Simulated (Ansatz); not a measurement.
# SiNi2 (Pnma) in Ansatz: a series of runs

Aim: see how the results for SiNi2 move with the level of theory and the settings. Levels: PBE, PBE+D3(BJ). Tasks: single point, relaxation of cell and atoms.

Everything below comes from runs of Ansatz 0.2.0. Logs are shortened: lines on timing, memory, paths and dates and some standing lists are left out, and cuts for length are marked.

## 1. The structure

It takes space group Pnma (No. 62, orthorhombic). The conventional cell has a = 4.990 Å, b = 3.720 Å, c = 7.030 Å, α = 90.00°, β = 90.00°, γ = 90.00°. Ni (site symmetry m) is surrounded by 4 Si at 2.28 to 2.33 Å and 4 Ni at 2.53 to 2.62 Å. Around Ni (site symmetry m) lie 5 Si at 2.34 to 2.57 Å and 6 Ni at 2.53 to 2.62 Å. Around Si (site symmetry m) lie 9 Ni at 2.28 to 2.57 Å.

## 2. Single point, PBE, collinear spin, ferromagnetic start

File input.yaml:

```yaml
crystal:
  lattice:
    - [4.99, 0.0, 0.0]
    - [0.0, 3.72, 0.0]
    - [0.0, 0.0, 7.03]
  atoms:
    - { symbol: Ni, position: [0.325, 0.75, 0.937], spin: 1.0 }
    - { symbol: Ni, position: [0.675, 0.25, 0.063], spin: 1.0 }
    - { symbol: Ni, position: [0.175, 0.25, 0.437], spin: 1.0 }
    - { symbol: Ni, position: [0.825, 0.75, 0.563], spin: 1.0 }
    - { symbol: Ni, position: [0.458, 0.75, 0.297], spin: 1.0 }
    - { symbol: Ni, position: [0.542, 0.25, 0.703], spin: 1.0 }
    - { symbol: Ni, position: [0.042, 0.25, 0.797], spin: 1.0 }
    - { symbol: Ni, position: [0.958, 0.75, 0.203], spin: 1.0 }
    - { symbol: Si, position: [0.786, 0.75, 0.886] }
    - { symbol: Si, position: [0.214, 0.25, 0.114] }
    - { symbol: Si, position: [0.714, 0.25, 0.386] }
    - { symbol: Si, position: [0.286, 0.75, 0.614] }
hamiltonian:
  xc: pbe
  pseudopotentials: { kind: paw }
magnetization:
  spin_polarized: true
kpoints:
  mp_grid: { grid: [6, 7, 4] }
scf:
  occupations: { method: gaussian, width: 0.011 }
output:
  forces: true
  stress: true
  eigenvalues: true
  write_density: true
  write_potential: true
  elf: true
  volumetric_format: npy
```

Potentials or basis: Ansatz PAW.

The run is started by

```sh
$ ansatz run input.yaml --threads 4 --pin off --max-ram 11264MiB --backend cpu --events-out ev --progress --plain --runs-dir out
```

Output:

```text
Warning: RAYON_NUM_THREADS=4 ignored (pool sized by the plan → 4); use --threads N
Engine: ansatz 0.2.0, aarch64-unknown-linux-gnu
Pseudopotentials: kind: paw
Pseudopotential: Ni, paw, valence charge 18, recommended cutoff 420 eV (normal), Ni.paw.azcp
Pseudopotential: Si, paw, valence charge 4, recommended cutoff 420 eV (normal), Si.paw.azcp
Functional definition: PBE
  parameter kappa = 0.804
  parameter beta = 0.06672455060314922
  exchange = pbe_x(kappa = kappa, mu = beta*pi^2/3)
  correlation = pbe_c(beta = beta)
Crystal: 12 atoms, lattice volume = 130.496 Å³
[... 61 lines left out ...]
  E_smearing   = -0.000778  (= −TS)
  E_closure    = 0.000000  (closes the sum)
  Σ components = -49267.513299   (vs F -49267.513299, Δ=0.00e0)
--- Forces (eV/Å), atoms counted from 1 ---
  atom   1  Ni     0.27273864     0.00000000     0.22893851
  atom   2  Ni    -0.27273864     0.00000000    -0.22893851
  atom   3  Ni    -0.27273864     0.00000000     0.22893851
  atom   4  Ni     0.27273864     0.00000000    -0.22893851
  atom   5  Ni     0.09294158     0.00000000    -0.21246934
  atom   6  Ni    -0.09294158     0.00000000     0.21246934
  atom   7  Ni    -0.09294158     0.00000000    -0.21246934
  atom   8  Ni     0.09294158     0.00000000     0.21246934
  atom   9  Si    -0.02606476    -0.00000000     0.06706888
  atom  10  Si     0.02606476     0.00000000    -0.06706888
  atom  11  Si     0.02606476     0.00000000     0.06706888
  atom  12  Si    -0.02606476     0.00000000    -0.06706888
  max |Σ_I F_I| component: 2.78e-17 eV/Å
--- Stress (GPa, compression-positive) ---
        2.843901       0.000000       0.000000
        0.000000       3.382150       0.000000
        0.000000       0.000000       3.870055
  P = ⅓ Tr σ = 3.3654 GPa (33.654 kbar)
--- Band table (eV; the first three rows and the last of 96) ---
  k-point 0 ↑: bands = ["-86.2867", "-86.2861", "-86.2825", "-86.2825", "-86.1403", "-86.1399", "-86.1335", "-86.1335", "-46.7644", "-46.7620", "-46.7617", "-46.7572", "-46.7126", "-46.6998", "-46.6903", "-46.6798", "-46.6648", "-46.6613", "-46.6407", "-46.6379", "-46.6118", "-46.6105", "-46.6075", "-46.6065", "-46.5603", "-46.5567", "-46.5159", "-46.5145", "-46.5069", "-46.5001", "-46.4753", "-46.4749", "4.5768", "7.1793", "7.2346", "9.0393", "10.6229", "11.0800", "11.8137", "12.2090", "12.4885", "12.6494", "12.8225", "12.9031", "13.1222", "13.2091", "13.3284", "13.4531", "13.8069", "13.8507", "13.9980", "14.0013", "14.1352", "14.1897", "14.5780", "14.6509", "14.7087", "14.8352", "14.9124", "14.9666", "15.0752", "15.1930", "15.3107", "15.3154", "15.4042", "15.4044", "15.4357", "15.5618", "15.6921", "15.7012", "15.7219", "15.8987", "15.9560", "16.0534", "16.0891", "16.2137", "16.3176", "16.3660", "16.6722", "17.0652", "18.0185", "18.1988", "19.2952", "19.5349", "19.8237", "20.2322", "20.9038", "20.9369", "21.4423", "21.8373", "22.3665", "22.5841", "23.5043", "23.5542", "23.8662", "24.9707", "25.1367", "25.1730", "25.7489", "26.2018", "26.4131"]
  k-point 1 ↑: bands = ["-86.2866", "-86.2862", "-86.2825", "-86.2825", "-86.1403", "-86.1400", "-86.1335", "-86.1335", "-46.7643", "-46.7631", "-46.7603", "-46.7576", "-46.7113", "-46.7029", "-46.6875", "-46.6808", "-46.6644", "-46.6619", "-46.6403", "-46.6383", "-46.6116", "-46.6107", "-46.6073", "-46.6066", "-46.5598", "-46.5572", "-46.5157", "-46.5147", "-46.5058", "-46.5010", "-46.4753", "-46.4750", "4.7596", "6.1434", "8.2664", "9.0512", "10.6934", "11.2303", "11.4491", "12.1006", "12.4394", "12.5617", "12.8495", "13.0320", "13.1704", "13.2084", "13.2786", "13.5531", "13.7669", "13.7965", "13.8079", "13.9316", "14.2159", "14.4536", "14.4730", "14.5610", "14.5767", "14.8030", "15.0043", "15.0534", "15.0707", "15.0983", "15.3272", "15.3878", "15.4154", "15.5360", "15.5703", "15.5915", "15.6425", "15.7503", "15.7994", "15.9377", "15.9585", "15.9929", "16.1227", "16.2639", "16.3395", "16.5275", "16.6822", "16.9922", "17.5281", "18.3097", "18.5792", "18.6799", "20.6389", "20.7607", "21.2438", "21.2767", "21.3214", "21.8659", "22.0461", "23.1629", "23.4684", "23.8703", "23.8821", "24.6585", "24.8504", "24.9435", "25.6735", "26.2490", "26.3545"]
  k-point 2 ↑: bands = ["-86.2864", "-86.2864", "-86.2825", "-86.2825", "-86.1401", "-86.1401", "-86.1335", "-86.1335", "-46.7639", "-46.7639", "-46.7587", "-46.7587", "-46.7077", "-46.7077", "-46.6835", "-46.6835", "-46.6632", "-46.6632", "-46.6392", "-46.6392", "-46.6112", "-46.6112", "-46.6070", "-46.6070", "-46.5585", "-46.5585", "-46.5152", "-46.5152", "-46.5034", "-46.5034", "-46.4751", "-46.4751", "5.2958", "5.2958", "8.9187", "8.9187", "10.9438", "10.9438", "11.6843", "11.6843", "12.5341", "12.5341", "12.7631", "12.7631", "13.3127", "13.3127", "13.4516", "13.4516", "13.6996", "13.6996", "13.8022", "13.8022", "14.3275", "14.3275", "14.5140", "14.5140", "14.7877", "14.7877", "15.0705", "15.0705", "15.1047", "15.1047", "15.3204", "15.3204", "15.4718", "15.4718", "15.6006", "15.6006", "15.7517", "15.7517", "15.8721", "15.8721", "16.1981", "16.1981", "16.2287", "16.2287", "16.2442", "16.2442", "16.8940", "16.8940", "17.5136", "17.5136", "18.7008", "18.7008", "20.3576", "20.3576", "21.2960", "21.2960", "21.8419", "21.8419", "23.3198", "23.3198", "23.8878", "23.8878", "24.4880", "24.4880", "24.7735", "24.7735", "24.8395", "24.8395", "26.2172"]
  k-point 47 ↓: bands = ["-86.2699", "-86.2699", "-86.2691", "-86.2691", "-86.1119", "-86.1119", "-86.1119", "-86.1119", "-46.7484", "-46.7484", "-46.7468", "-46.7468", "-46.6858", "-46.6858", "-46.6835", "-46.6835", "-46.6410", "-46.6410", "-46.6401", "-46.6401", "-46.5832", "-46.5832", "-46.5808", "-46.5808", "-46.5079", "-46.5079", "-46.5075", "-46.5075", "-46.4660", "-46.4660", "-46.4655", "-46.4655", "7.8330", "7.8330", "8.0744", "8.0744", "10.2258", "10.2258", "10.3875", "10.3875", "12.7013", "12.7013", "12.8960", "12.8960", "13.3002", "13.3002", "13.3271", "13.3271", "13.8420", "13.8420", "13.9966", "13.9966", "14.2969", "14.2969", "14.3213", "14.3213", "14.6296", "14.6296", "14.7778", "14.7778", "15.1043", "15.1043", "15.1613", "15.1613", "15.3626", "15.3626", "15.4663", "15.4663", "15.5780", "15.5780", "15.6335", "15.6335", "15.8341", "15.8341", "15.9236", "15.9236", "16.6130", "16.6130", "16.6290", "16.6290", "17.6522", "17.6522", "17.9459", "17.9459", "19.9974", "19.9974", "20.0688", "20.0688", "22.2954", "22.2954", "22.7895", "22.7895", "24.1610", "24.1610", "24.2928", "24.2928", "26.8438", "26.8438", "27.4407", "27.4407", "27.7601"]
```

rho_z.tsv:

```text
# z_ang	rho[e/angstrom^3]	rho_spin[e/angstrom^3]
# format = ansatz-planar-average/11
# lattice	4.990000000	0.000000000	0.000000000
# lattice	0.000000000	3.720000000	0.000000000
# lattice	0.000000000	0.000000000	7.030000000
# sites	12
# site	28	1.621750000	2.790000000	6.587110000
# site	28	3.368250000	0.930000000	0.442890000
# site	28	0.873250000	0.930000000	3.072110000
# site	28	4.116750000	2.790000000	3.957890000
# site	28	2.285420000	2.790000000	2.087910000
# site	28	2.704580000	0.930000000	4.942090000
# site	28	0.209580000	0.930000000	5.602910000
# site	28	4.780420000	2.790000000	1.427090000
# site	14	3.922140000	2.790000000	6.228580000
# site	14	1.067860000	0.930000000	0.801420000
# site	14	3.562860000	0.930000000	2.713580000
# site	14	1.427140000	2.790000000	4.316420000
0.000000	9.036079e-1	6.955754e-4
0.146458	1.054553e0	8.165950e-4
0.292917	1.383250e0	1.085822e-3
0.439375	1.561052e0	1.241129e-3
0.585833	1.368067e0	1.083479e-3
0.732292	9.920773e-1	7.843863e-4
[... 40 lines left out ...]
6.737083	1.383250e0	1.085822e-3
6.883542	1.054553e0	8.165950e-4
```

Run time: 62 s. Hardware: 4 threads of Arm Neoverse V1, shared host; peak memory 1.1 GiB.

What came out:

| Quantity | Value |
| --- | --- |
| Free energy | -49267.5133 eV |
| Pressure | 3.4 GPa |
| Largest force | 0.356 eV/Å |
| Band gap on the k mesh | none (metal or under the smearing width) |
| Net moment | 0.16 μB per cell |
| Absolute moment | 0.16 μB per cell |
| Site moments | Ni +0.01, +0.02; Si +0.00 μB |

Forces in eV/Å, atoms in the order of the input:
```
Ni   0.273  0.000  0.229
Ni  -0.273  0.000 -0.229
Ni  -0.273  0.000  0.229
Ni   0.273  0.000 -0.229
Ni   0.093  0.000 -0.212
Ni  -0.093  0.000  0.212
Ni  -0.093  0.000 -0.212
Ni   0.093  0.000  0.212
Si  -0.026  0.000  0.067
Si   0.026  0.000 -0.067
Si   0.026  0.000  0.067
Si  -0.026  0.000 -0.067
```

Levels at points of the mesh, in eV from the Fermi level:
Spin up:
| k point | band 78 | band 79 | band 80 | band 81 | band 82 | band 83 |
| --- | --- | --- | --- | --- | --- | --- |
| (0.00, 0.00, 0.00) | -0.95 | -0.64 | -0.25 | 0.71 | 0.89 | 1.98 |
| (0.00, 0.00, -0.50) | -1.07 | -0.42 | -0.42 | 0.20 | 0.20 | 1.39 |
| (-0.50, 0.00, 0.00) | -0.96 | 1.20 | 1.20 | 1.98 | 1.98 | 2.65 |
| (-0.50, 0.00, -0.50) | -0.59 | 0.28 | 0.28 | 1.82 | 1.82 | 1.90 |
Spin down:
| k point | band 77 | band 78 | band 79 | band 80 | band 81 | band 82 | band 83 | band 84 |
| --- | --- | --- | --- | --- | --- | --- | --- | --- |
| (0.00, 0.00, 0.00) | -0.98 | -0.93 | -0.62 | -0.21 | 0.72 | 0.91 | 1.99 | 2.23 |
| (0.00, 0.00, -0.50) | -1.05 | -1.05 | -0.38 | -0.38 | 0.21 | 0.21 | 1.40 | 1.40 |
| (-0.50, 0.00, 0.00) | -0.95 | -0.95 | 1.21 | 1.21 | 1.99 | 1.99 | 2.66 | 2.66 |
| (-0.50, 0.00, -0.50) | -0.57 | -0.57 | 0.29 | 0.29 | 1.83 | 1.83 | 1.91 | 1.91 |

Caveat: the starting moments weren't kept.

## 3. Relaxation of cell and atoms, PBE+D3(BJ), collinear spin, ferromagnetic start

input.yaml, as its differences from that of step 2:

```diff
@@ -21,2 +21,3 @@
   pseudopotentials: { kind: paw }
+  dispersion: d3bj
 magnetization:
@@ -26,3 +27,3 @@
 scf:
-  occupations: { method: gaussian, width: 0.011 }
+  occupations: { method: fermi_dirac, width: 0.05 }
 output:
@@ -31,5 +32,5 @@
   eigenvalues: true
-  write_density: true
-  write_potential: true
-  elf: true
-  volumetric_format: npy
+relax:
+  f_tol: 0.01
+  max_steps: 40
+  cell: { stress_tol: 0.05 }
```

Potentials or basis: Ansatz PAW.

The run is started by

```sh
$ ansatz run input.yaml --threads 4 --pin off --max-ram 11264MiB --backend cpu --events-out ev --progress --plain --runs-dir out
```

Output:

```text
Warning: RAYON_NUM_THREADS=4 ignored (pool sized by the plan → 4); use --threads N
[... 9 set-up lines as earlier in the session ...]
Crystal: 12 atoms, lattice volume = 130.496 Å³
Basis set: ecut = 420 eV, 2559 PW (Γ), exchange–correlation on 72×50×96 points (8 copies of the dense FFT grid, shifted against one another)
Bands: 101, of which v1, the nominal top of the filled ones, is band 80 counted from 1 (79 counted from 0)
Symmetry: 8 space group operations
[... 175 lines left out ...]
  k-point 2 ↑: bands = ["-85.8139", "-85.8139", "-85.8086", "-85.8086", "-85.6725", "-85.6725", "-85.6636", "-85.6636", "-46.2923", "-46.2923", "-46.2847", "-46.2847", "-46.2413", "-46.2413", "-46.2102", "-46.2102", "-46.1962", "-46.1962", "-46.1660", "-46.1660", "-46.1487", "-46.1487", "-46.1438", "-46.1438", "-46.1058", "-46.1058", "-46.0565", "-46.0565", "-46.0261", "-46.0261", "-45.9834", "-45.9834", "5.6028", "5.6028", "9.3540", "9.3540", "11.3142", "11.3142", "12.0874", "12.0874", "12.9517", "12.9517", "13.1349", "13.1349", "13.6766", "13.6766", "13.8533", "13.8533", "14.0835", "14.0835", "14.2015", "14.2015", "14.7218", "14.7218", "14.9607", "14.9607", "15.2122", "15.2122", "15.5994", "15.5994", "15.6021", "15.6021", "15.8038", "15.8038", "15.9335", "15.9335", "16.0574", "16.0574", "16.2223", "16.2223", "16.3327", "16.3327", "16.6945", "16.6945", "16.7285", "16.7285", "16.7542", "16.7542", "17.4529", "17.4529", "18.0212", "18.0212", "19.2022", "19.2022", "20.9220", "20.9220", "21.8907", "21.8907", "22.4478", "22.4478", "23.8936", "23.8936", "24.3920", "24.3920", "25.0360", "25.0360", "25.3480", "25.3480", "25.4064", "25.4064", "26.8888"]
  k-point 47 ↓: bands = ["-85.8116", "-85.8116", "-85.8105", "-85.8105", "-85.6682", "-85.6682", "-85.6682", "-85.6682", "-46.2902", "-46.2902", "-46.2881", "-46.2881", "-46.2310", "-46.2310", "-46.2287", "-46.2287", "-46.1876", "-46.1876", "-46.1866", "-46.1866", "-46.1397", "-46.1397", "-46.1358", "-46.1358", "-46.0767", "-46.0767", "-46.0762", "-46.0762", "-46.0088", "-46.0088", "-46.0085", "-46.0085", "8.1888", "8.1888", "8.4767", "8.4767", "10.5484", "10.5484", "10.7514", "10.7514", "13.0798", "13.0798", "13.2971", "13.2971", "13.7005", "13.7005", "13.7169", "13.7169", "14.2337", "14.2337", "14.4083", "14.4083", "14.7061", "14.7061", "14.7423", "14.7423", "15.0703", "15.0703", "15.2252", "15.2252", "15.5633", "15.5633", "15.5922", "15.5922", "15.7969", "15.7969", "15.8741", "15.8741", "15.9798", "15.9798", "16.0635", "16.0635", "16.2974", "16.2974", "16.3871", "16.3871", "17.1311", "17.1311", "17.1424", "17.1424", "18.1407", "18.1407", "18.4135", "18.4135", "20.5527", "20.5527", "20.6294", "20.6294", "23.0393", "23.0393", "23.4880", "23.4880", "24.8956", "24.8956", "25.1051", "25.1051", "27.3829", "27.3829", "28.0677", "28.0677", "28.3879"]
--- Relaxed structure (5 steps of the walk, 5 accepted, 1 SCFs on fresh bases) ---
  F+E_penalty+E_count = -49273.60276391 eV   max|allowed force component| = 2.762e-3 eV/Å   (the final SCF, on the basis selected at the relaxed cell)
  cell:  # Å, volume = 127.5190 Å³
    - [4.912817536405061, 0.0, 0.0]
    - [0.0, 3.704197740641945, 0.0]
    - [0.0, 0.0, 7.007288383002104]
  atoms:
    - { symbol: Ni, position: [0.32864171211986637, 0.75, 0.9395645358205105] }
    - { symbol: Ni, position: [0.6713582878801336, 0.25, 0.060435464179489765] }
    - { symbol: Ni, position: [0.1713582878801336, 0.25, 0.4395645358205102] }
    - { symbol: Ni, position: [0.8286417121198663, 0.75, 0.5604354641794899] }
    - { symbol: Ni, position: [0.4572696752925837, 0.75, 0.2923966531651521] }
    - { symbol: Ni, position: [0.5427303247074164, 0.25, 0.707603346834848] }
    - { symbol: Ni, position: [0.042730324707416244, 0.25, 0.7923966531651522] }
    - { symbol: Ni, position: [0.957269675292584, 0.75, 0.20760334683484793] }
    - { symbol: Si, position: [0.792525762424408, 0.75, 0.8868863672163886] }
    - { symbol: Si, position: [0.20747423757559197, 0.25, 0.11311363278361146] }
    - { symbol: Si, position: [0.707474237575592, 0.25, 0.38688636721638864] }
    - { symbol: Si, position: [0.292525762424408, 0.75, 0.6131136327836115] }
```

It took 4.1 min on 4 threads of Arm Neoverse V1, shared host; peak memory 1.2 GiB.

Results:

```
Free energy                            : -49273.6028 eV
Relaxed volume                         : 10.63 Å³/atom
Relaxed cell                           : a = 4.913 Å, b = 3.704 Å, c = 7.007 Å, α = 90.00°, β = 90.00°, γ = 90.00°
Space group after relaxing (to 0.05 Å) : Pnma (No. 62)
Energy gained by relaxing              : 6.0 meV/atom
Ionic steps                            : 6
Pressure after relaxing                : 0.0 GPa
Largest force after relaxing           : 0.004 eV/Å
Band gap on the k mesh                 : none (metal or under the smearing width)
Net moment                             : 0.00 μB per cell
Absolute moment                        : 0.00 μB per cell
```

Forces on the atoms (eV/Å):
```
Ni   0.002  0.000  0.000
Ni  -0.002  0.000  0.000
Ni  -0.002  0.000  0.000
Ni   0.002  0.000  0.000
Ni   0.003  0.000  0.003
Ni  -0.003  0.000 -0.003
Ni  -0.003  0.000  0.003
Ni   0.003  0.000 -0.003
Si   0.000  0.000 -0.001
Si   0.000  0.000  0.001
Si   0.000  0.000 -0.001
Si   0.000  0.000  0.001
```

The path:
```csv
step,energy change (eV),largest force (eV/Å),volume (Å³)
1,0.0000,0.3693,130.50
2,-0.0494,0.2164,129.01
3,-0.0707,0.0474,127.47
4,-0.0729,0.0251,127.55
5,-0.0733,0.0039,127.52
6,-0.0722,0.0039,127.52
```

Final structure:
```
Ni Si
1.0
     4.91282    0.00000    0.00000
     0.00000    3.70420    0.00000
     0.00000    0.00000    7.00729
Ni Si
8 4
Cartesian
  1.6146 2.7781 6.5838
  3.2983 0.9260 0.4235
  0.8419 0.9260 3.0802
  4.0710 2.7781 3.9271
  2.2465 2.7781 2.0489
  2.6663 0.9260 4.9584
  0.2099 0.9260 5.5526
  4.7029 2.7781 1.4547
  3.8935 2.7781 6.2147
  1.0193 0.9260 0.7926
  3.4757 0.9260 2.7110
  1.4371 2.7781 4.2963
```

Caveat: the plane-wave basis is chosen anew once the cell has moved, so the energies of steps on either side of that aren't comparable; pairwise dispersion overbinds metals, which lowers pressure and volume; the starting moments weren't kept.
